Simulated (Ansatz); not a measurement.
AgRh under changes of volume

One of the cells (16.064 Å³/atom); the others are scaled copies at fixed shape and fractional positions:

```xyz
2
Lattice="2.7776 0.0000 0.0000 -1.3888 2.4055 0.0000 0.0000 0.0000 4.8086" Properties=species:S:1:pos:R:3 pbc="T T T"
Ag    0.0000    0.0000    2.4043
Rh    1.3888    0.8018    0.0000
```

The cell comes from a database or a generator and needn't be the stable form of this composition.

| Property | Result |
| --- | --- |
| Program | Ansatz 0.2.0 |
| Functional | PBE |
| Potentials or basis | SPMS NC |
| Cutoff | 680 eV (not typed: the program's choice for these potentials) |
| k mesh | 11 × 11 × 6 |
| Occupations | fermi-dirac, width 0.05 eV |
| Spin | no spin polarisation |

```tsv
volume (Å³/atom)	energy over the lowest point (meV/atom)	pressure (GPa)
15.100	18.71	8.8
15.421	5.50	4.7
15.743	0.00	1.1
16.064	1.28	-2.1
16.385	8.49	-4.9
16.707	20.92	-7.3
17.028	?	?
```

Question: What does the run at 17.028 Å³/atom give?

Answer: Energy over the lowest point 37.89 meV/atom; pressure -9.4 GPa.

Worked out: A Birch-Murnaghan fit of order 3 (a polynomial in V^(-2/3)) to the other rows has its minimum at 15.84 Å³/atom with B0 = V·E''(V) = 160 GPa and B' = 5.5 at fixed shape and positions, which overstates the stiffness. It gives 37.85 meV/atom at 17.028 Å³/atom, against the run's 37.89, and -dE/dV = -9.5 GPa, against -9.4.

Energies are extrapolated to zero smearing.
